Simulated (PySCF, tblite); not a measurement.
**C9H9BO2: geometry, infrared bands and NMR shifts**

Wanted: the infrared bands and NMR shifts of C9H9BO2 (`C=CCB1Oc2ccccc2O1`), by calculation.

Computed with tblite 0.8.0 and PySCF 2.14.0, with density-fitted response routines of our own, on a single molecule in the gas phase. Atoms count from 0, in the outputs and in this text.

### Step 1. The molecule as given

21 atoms, charge 0, multiplicity 1; geometry from: force field or distance geometry start.

Bonds of the start (Å): C0–C1 1.32, C1–C2 1.50, C2–B3 1.60, B3–O4 1.50, O4–C5 1.39, C5–C6 1.39, C6–C7 1.40, C7–C8 1.41, C8–C9 1.40, C9–C10 1.39, C10–O11 1.39, O11–B3 1.48, C10–C5 1.38, C0–H12 1.08, C0–H13 1.08, C1–H14 1.10, C2–H15 1.11, C2–H16 1.11, C6–H17 1.09, C7–H18 1.09, C8–H19 1.08, C9–H20 1.08.

### Step 2. Relaxing the molecule with GFN2-xTB

What the job is given:

```
{"job": {"kind": "relax", "xc": "GFN2-xTB", "basis": "xTB"}, "charge": 0, "multiplicity": 1}
C      3.087600     0.664700    -1.363600
C      3.157400    -0.131400    -0.307000
C      2.380200    -1.412500    -0.198500
B      0.840800    -1.093500     0.102500
O      0.340700    -0.708400     1.460700
C     -0.909800    -0.166400     1.172600
C     -1.815300     0.340400     2.098500
C     -3.027300     0.858400     1.631100
C     -3.309700     0.856000     0.246100
C     -2.384700     0.347200    -0.667900
C     -1.183300    -0.162100    -0.180700
O     -0.146300    -0.700500    -0.924400
H      2.419200     0.426900    -2.184500
H      3.674100     1.575900    -1.407600
H      3.830100     0.138100     0.516500
H      2.773500    -2.027700     0.637300
H      2.455600    -1.984700    -1.142800
H     -1.592300     0.325100     3.160700
H     -3.759500     1.253200     2.331300
H     -4.249600     1.261500    -0.105300
H     -2.590300     0.356700    -1.730200
```

Command:

```sh
> OMP_NUM_THREADS=1 python probes_run.py task.json out
```

The driver reads the jobs from task.json and runs them one after another.

What it wrote:

```text
step      E/eV     max force
  0    -905.05574    3.302
  1    -905.37987    1.655
  2    -905.48422    0.905
  3    -905.50562    0.403
  4    -905.52046    0.444
  5    -905.52914    0.405
  6    -905.53761    0.208
  7    -905.54275    0.197
  8    -905.54678    0.256
  9    -905.55010    0.223
 10    -905.55201    0.092
 11    -905.55311    0.078
 12    -905.55410    0.129
 13    -905.55499    0.122
 14    -905.55555    0.058
 15    -905.55588    0.047
 16    -905.55617    0.052
 17    -905.55654    0.078
 18    -905.55700    0.071
 19    -905.55751    0.060
 20    -905.55801    0.056
 21    -905.55853    0.061
 22    -905.55912    0.061
 23    -905.55975    0.070
 24    -905.56033    0.053
 25    -905.56080    0.041
 26    -905.56119    0.047
 27    -905.56155    0.061
 28    -905.56187    0.049
 29    -905.56215    0.039
 30    -905.56243    0.047
 31    -905.56281    0.062
 32    -905.56337    0.086
 33    -905.56407    0.078
 34    -905.56472    0.051
 35    -905.56522    0.046
 36    -905.56564    0.051
 37    -905.56603    0.055
 38    -905.56645    0.049
 39    -905.56691    0.046
 40    -905.56747    0.055
 41    -905.56818    0.084
 42    -905.56899    0.091
 43    -905.56979    0.068
 44    -905.57068    0.073
 45    -905.57192    0.105
 46    -905.57382    0.150
 47    -905.57658    0.169
 48    -905.57994    0.160
 49    -905.58346    0.126
 50    -905.58101    0.575
 51    -905.58758    0.129
 52    -905.58900    0.099
 53    -905.59147    0.131
 54    -905.59273    0.097
 55    -905.59478    0.084
 56    -905.59579    0.073
 57    -905.59680    0.049
 58    -905.59746    0.050
 59    -905.59808    0.110
 60    -905.59860    0.078
 61    -905.59914    0.046
 62    -905.59983    0.054
 63    -905.60014    0.053
 64    -905.60055    0.064
 65    -905.60089    0.058
 66    -905.60127    0.049
 67    -905.60158    0.047
 68    -905.60178    0.058
 69    -905.60197    0.037
 70    -905.60216    0.031
 71    -905.60244    0.029
 72    -905.60266    0.030
 73    -905.60287    0.027
 74    -905.60301    0.026
 75    -905.60311    0.021
 76    -905.60319    0.020
 77    -905.60323    0.012
 78    -905.60326    0.022
 79    -905.60329    0.015
 80    -905.60332    0.018
 81    -905.60336    0.012
 82    -905.60339    0.011
 83    -905.60343    0.017
 84    -905.60348    0.021
 85    -905.60356    0.023
 86    -905.60363    0.020
 87    -905.60368    0.014
 88    -905.60371    0.013
 89    -905.60375    0.013
 90    -905.60380    0.016
 91    -905.60384    0.017
 92    -905.60386    0.013
 93    -905.60387    0.010
```

Run time: 4.3 s. Hardware: 1 thread of AMD EPYC, shared host; peak memory 0.18 GiB.

Along the way: (not every step is listed)

| step | energy from step 0 (eV) | largest force (eV/Å) |
| --- | --- | --- |
| 0 | 0.0000 | 3.3019 |
| 1 | -0.3241 | 1.6553 |
| 2 | -0.4285 | 0.9047 |
| 3 | -0.4499 | 0.4029 |
| 4 | -0.4647 | 0.4439 |
| 5 | -0.4734 | 0.4049 |
| 6 | -0.4819 | 0.2076 |
| 7 | -0.4870 | 0.1974 |
| 8 | -0.4910 | 0.2565 |
| 16 | -0.5004 | 0.0522 |
| 24 | -0.5046 | 0.0526 |
| 32 | -0.5076 | 0.0855 |
| 40 | -0.5117 | 0.0546 |
| 48 | -0.5242 | 0.1603 |
| 56 | -0.5400 | 0.0730 |
| 64 | -0.5448 | 0.0636 |
| 72 | -0.5469 | 0.0298 |
| 80 | -0.5476 | 0.0180 |
| 88 | -0.5480 | 0.0129 |
| 89 | -0.5480 | 0.0135 |
| 90 | -0.5481 | 0.0162 |
| 91 | -0.5481 | 0.0166 |
| 92 | -0.5481 | 0.0134 |
| 93 | -0.5481 | 0.0100 |

Distances of close pairs at the start and the end, largest changes first:

| bond | before (Å) | after (Å) | change (Å) |
| --- | --- | --- | --- |
| B3–O4 | 1.498 | 1.381 | -0.116 |
| B3–O11 | 1.478 | 1.380 | -0.097 |
| O4–C5 | 1.393 | 1.359 | -0.034 |
| C10–O11 | 1.385 | 1.360 | -0.025 |
| C7–C8 | 1.413 | 1.388 | -0.025 |
| C5–C10 | 1.381 | 1.401 | +0.020 |
| C2–H15 | 1.110 | 1.092 | -0.018 |
| C2–H16 | 1.107 | 1.090 | -0.017 |

The next job starts from the end point, and lists it.

### Step 3. Vibrational analysis with GFN2-xTB

What the job is given:

```
{"job": {"kind": "ir", "xc": "GFN2-xTB", "basis": "xTB"}, "charge": 0, "multiplicity": 1}
C      3.746652     0.403006    -1.447404
C      3.174078    -0.066098    -0.355166
C      2.220272    -1.225411    -0.324685
B      0.758331    -0.728874     0.042753
O      0.317886    -0.460207     1.324272
C     -0.969806    -0.042977     1.197927
C     -1.872434     0.340656     2.168497
C     -3.137426     0.710910     1.735629
C     -3.479041     0.698506     0.390077
C     -2.572164     0.316472    -0.587870
C     -1.313858    -0.054549    -0.159993
O     -0.239704    -0.478974    -0.877552
H      3.565791    -0.035621    -2.414606
H      4.420016     1.242716    -1.422362
H      3.366201     0.394052     0.604872
H      2.566563    -1.936735     0.427449
H      2.222933    -1.720662    -1.295172
H     -1.601755     0.348445     3.211711
H     -3.873176     1.015229     2.464277
H     -4.475384     0.990718     0.095490
H     -2.832894     0.306339    -1.633507
```

What it wrote:

```text
mode    cm-1     km/mol
  1       5.0      0.03
  2      43.9      0.10
  3      89.7      0.16
  4     165.4      0.12
  5     208.8      0.25
  6     227.9      0.01
  7     319.2      0.38
  8     387.3      1.15
  9     413.4      1.31
 10     427.8      0.60
 11     472.7      0.92
 12     547.9      0.00
 13     576.0      0.65
 14     597.9     10.49
 15     600.7     17.77
 16     700.8     18.37
 17     706.9      0.00
 18     781.8     57.81
 19     825.1      7.54
 20     840.5     25.77
 21     848.5     27.44
 22     852.1      4.28
 23     871.4      0.00
 24     890.4     25.12
 25     898.0      2.68
 26     921.0      0.00
 27     945.9      2.29
 28    1009.3     65.70
 29    1025.0     15.08
 30    1055.6      0.07
 31    1075.9     12.90
 32    1128.5     59.60
 33    1171.5      9.02
 34    1176.9     36.67
 35    1203.8     98.53
 36    1223.0     43.22
 37    1248.2      5.02
 38    1252.0    108.38
 39    1269.0    392.62
 40    1292.1     21.75
 41    1358.8      0.10
 42    1410.9     10.23
 43    1438.4    109.85
 44    1458.1      1.16
 45    1464.6      0.95
 46    1599.5      0.90
 47    1604.6     13.48
 48    1715.9     29.05
 49    2977.5     25.53
 50    3010.5     20.02
 51    3061.4     37.72
 52    3089.0      4.44
 53    3098.1     33.33
 54    3102.0     20.56
 55    3111.3     34.27
 56    3113.5      8.91
 57    3127.2     56.12
```

It took 3.2 s on 1 thread of AMD EPYC, shared host; peak memory 0.18 GiB.

Which atoms move in the most intense modes:

| cm⁻¹ | km/mol | atoms |
| --- | --- | --- |
| 782 | 57.8 | H19 24 %, H18 24 %, H20 15 %, H17 15 % |
| 1009 | 65.7 | B3 24 %, H15 17 %, C2 12 %, O11 10 % |
| 1128 | 59.6 | H17 17 %, H20 17 %, H18 12 %, H19 12 % |
| 1204 | 98.5 | C10 15 %, H15 14 %, C5 12 %, B3 12 % |
| 1252 | 108.4 | B3 36 %, C2 17 %, H16 10 % |
| 1269 | 392.6 | C5 14 %, C10 13 %, B3 12 % |
| 1438 | 109.8 | C5 21 %, C10 21 %, C9 16 %, C6 16 % |
| 3127 | 56.1 | H13 54 %, H12 35 % |

### Step 4. NMR shieldings: PBE0/pcSseg-1

Settings changed since step 3:

```diff
@@ -1,2 +1,2 @@
-{"job": {"kind": "ir", "xc": "GFN2-xTB", "basis": "xTB"}, "charge": 0, "multiplicity": 1}
+{"job": {"kind": "nmr", "xc": "PBE0", "basis": "pcSseg-1"}, "charge": 0, "multiplicity": 1}
 C      3.746652     0.403006    -1.447404
```

Level: GIAO PBE0/pcSseg-1 NMR shielding, non-relativistic, gas phase.

What it wrote:

```text
coarse grid: 18616 points
cycle   1  E = -522.8773650918  dE =  2.383e+00  |g| = 7.660e-01  |ddm| = 4.534e+00
cycle   2  E = -522.7968963033  dE =  8.047e-02  |g| = 1.032e+00  |ddm| = 1.298e+00
cycle   3  E = -522.9925666460  dE = -1.957e-01  |g| = 1.181e-01  |ddm| = 7.735e-01
cycle   4  E = -522.9954920874  dE = -2.925e-03  |g| = 3.670e-02  |ddm| = 1.271e-01
cycle   5  E = -522.9957967052  dE = -3.046e-04  |g| = 1.243e-02  |ddm| = 4.226e-02
cycle   6  E = -522.9958286281  dE = -3.192e-05  |g| = 4.602e-03  |ddm| = 1.374e-02
cycle   7  E = -522.9958339942  dE = -5.366e-06  |g| = 9.018e-04  |ddm| = 4.918e-03
final grid: 182848 points
cycle   8  E = -523.0860587711  dE = -4.542e-05  |g| = 1.346e-02  |ddm| = 4.376e-02
cycle   9  E = -523.0860173732  dE =  4.140e-05  |g| = 2.008e-02  |ddm| = 2.383e-02
cycle  10  E = -523.0860955003  dE = -7.813e-05  |g| = 1.755e-03  |ddm| = 1.495e-02
cycle  11  E = -523.0860962148  dE = -7.146e-07  |g| = 3.222e-04  |ddm| = 1.795e-03
cycle  12  E = -523.0860962332  dE = -1.833e-08  |g| = 1.780e-04  |ddm| = 4.289e-04
cycle  13  E = -523.0860962414  dE = -8.200e-09  |g| = 3.365e-05  |ddm| = 1.842e-04
cycle  14  E = -523.0860962417  dE = -2.713e-10  |g| = 8.268e-06  |ddm| = 4.126e-05
converged SCF energy = -523.0860962417

GIAO shielding tensors (ppm)
atom      isotropic    diamagn.    paramagn.     s11        s22        s33       span
  0 C       64.688     252.808    -188.120    -47.465     85.756    155.774    203.239
  1 C       45.255     257.169    -211.914    -75.820     52.249    159.336    235.157
  2 C      162.468     252.443     -89.975    144.736    160.435    182.232     37.496
  3 B       69.387     199.258    -129.871     46.706     79.402     82.053     35.348
  4 O      118.540     397.396    -278.856    -12.437     90.647    277.409    289.846
  5 C       30.443     257.864    -227.421    -47.334     26.560    112.104    159.438
  6 C       69.523     252.597    -183.073    -11.389     47.272    172.687    184.075
  7 C       59.677     253.946    -194.269    -45.954     46.791    178.195    224.149
  8 C       59.613     253.875    -194.263    -46.118     46.804    178.152    224.271
  9 C       69.378     252.440    -183.062    -11.548     46.946    172.735    184.283
 10 C       30.598     255.992    -225.394    -47.131     26.415    112.509    159.639
 11 O      117.685     396.849    -279.164    -12.418     91.056    274.417    286.836
 12 H       26.211      31.253      -5.042     22.641     25.641     30.349      7.709
 13 H       26.457      28.266      -1.809     23.418     25.358     30.596      7.178
 14 H       25.487      31.920      -6.434     22.910     24.605     28.944      6.034
 15 H       29.331      30.283      -0.953     25.932     27.529     34.531      8.598
 16 H       29.379      32.845      -3.467     26.308     28.408     33.421      7.113
 17 H       24.172      30.938      -6.766     19.890     25.093     27.533      7.643
 18 H       24.286      28.015      -3.728     20.359     25.665     26.835      6.477
 19 H       24.285      28.328      -4.043     20.350     25.662     26.844      6.494
 20 H       24.178      31.579      -7.401     19.849     25.105     27.579      7.730
```

It took 2.6 min on 1 thread of AMD EPYC, shared host; peak memory 1.2 GiB.

The references, computed at this level on geometries of the same kind, shield at (ppm): 1H TMS 31.72, 13C TMS 186.9, 17O H2O 336.1, 11B BF3·OEt2 100.1. Their shielding less the atom's gives the shift. The references are single molecules in the gas phase, so shifts against H2O, NH3, PH3, H3PO4 or CFCl3 are not on the usual liquid scales and can be off by tens of ppm. Atoms listed in one row are averaged.

| atoms | environment | σ (ppm) | δ (ppm) | δ scaled to CDCl3 |
| --- | --- | --- | --- | --- |
| C5, C10 | aromatic carbon bearing oxygen | 30.5 | 156.4 | 150.7 |
| C1 | alkene CH | 45.3 | 141.7 | 136.4 |
| C7, C8 | aromatic CH | 59.6 | 127.3 | 122.3 |
| C0 | terminal =CH2 carbon | 64.7 | 122.2 | 117.4 |
| C6, C9 | aromatic CH | 69.5 | 117.5 | 112.7 |
| C2 | allylic sp3 CH2 bonded to B | 162.5 | 24.5 | 22.0 |
| H17, H20 | hydrogen on an aromatic CH | 24.17 | 7.54 | 7.22 |
| H18, H19 | hydrogen on an aromatic CH | 24.29 | 7.43 | 7.11 |
| H14 | hydrogen on an alkene CH | 25.49 | 6.23 | 5.98 |
| H12 | hydrogen on a terminal =CH2 carbon | 26.21 | 5.51 | 5.30 |
| H13 | hydrogen on a terminal =CH2 carbon | 26.46 | 5.26 | 5.06 |
| H15, H16 | hydrogen on an allylic sp3 CH2 bonded to B | 29.35 | 2.36 | 2.33 |
| B3 | boron bonded to C, 2 O, in a 5-membered ring | 69.4 | 30.7 | – |
| O4, O11 | oxygen bonded to C, B, in a 5-membered ring | 118.1 | 218.0 | – |

The scaled column applies a straight-line fit of computed shieldings to shifts measured in CDCl3 (root-mean-square error 0.16 ppm for H, 1.9 ppm for C).

The run also stored atomic charges by several schemes (e):

| atoms | Mulliken | IAO | Hirshfeld | ESP fit |
| --- | --- | --- | --- | --- |
| C0 | -0.15 | -0.33 | -0.11 | -0.59 |
| C1 | -0.29 | -0.11 | -0.03 | 0.10 |
| C2 | -0.37 | -0.42 | -0.14 | -0.45 |
| B3 | 0.66 | 0.52 | 0.26 | 0.65 |
| O4, O11 | -0.46 | -0.35 | -0.15 | -0.43 |
| C5, C10 | 0.19 | 0.16 | 0.06 | 0.29 |
| C6, C9 | -0.07 | -0.18 | -0.06 | -0.31 |
| C7, C8 | -0.08 | -0.16 | -0.06 | -0.18 |

Mayer bond orders: C0–C1 1.99, C1–C2 1.04, C2–B3 0.97, B3–O4 1.16, O4–C5 0.89, C5–C6 1.44, C6–C7 1.42, C7–C8 1.46, C8–C9 1.42, C9–C10 1.44, C10–O11 0.89, O11–B3 1.17, C10–C5 1.34.

Ring of atoms B3, O4, C5, C10, O11: NICS(0) -5.9, NICS(1) -5.4, NICS(1)zz -11.0 ppm (means of both faces).

Ring of atoms C5, C6, C7, C8, C9, C10: NICS(0) -11.0, NICS(1) -11.8, NICS(1)zz -28.9 ppm (means of both faces).

### Step 5. Outcome

| quantity | value |
| --- | --- |
| strongest single infrared mode (GFN2-xTB) | 1269 cm⁻¹, 393 km/mol |
| zero-point energy (GFN2-xTB) | 100.1 kcal/mol |
| 13C shifts against TMS (PBE0/pcSseg-1, means over atoms taken as alike) | 156.4, 141.7, 127.3, 122.2, 117.5, 24.5 ppm |
| 1H shifts against TMS (PBE0/pcSseg-1, means over atoms taken as alike) | 7.54, 7.43, 6.23, 5.51, 5.26, 2.36 ppm |
| 11B shifts against BF3·OEt2 (PBE0/pcSseg-1) | 30.7 ppm |
| 17O shifts against H2O (PBE0/pcSseg-1, means over atoms taken as alike) | 218.0 ppm |

What this shows: Over 93 steps the energy fell by 0.548 eV; of the close pairs, B3–O4 changed most, 1.498 to 1.381 Å. All 57 modes are real, so the xTB geometry is a minimum. The strongest single mode, at 1269 cm⁻¹, has its largest shares on C5, C10 and B3 (the list is cut at 3 atoms). GFN2-xTB is a fitted tight-binding method: band positions and strengths are rough. Its intensities can rank the bands wrongly. At PBE0/pcSseg-1: The widest tensor belongs to O4, O11: span 288 ppm, with a paramagnetic part of -279 ppm. NICS(1)zz of -29 ppm above the planar ring from C5 marks a diatropic (aromatic) ring current.
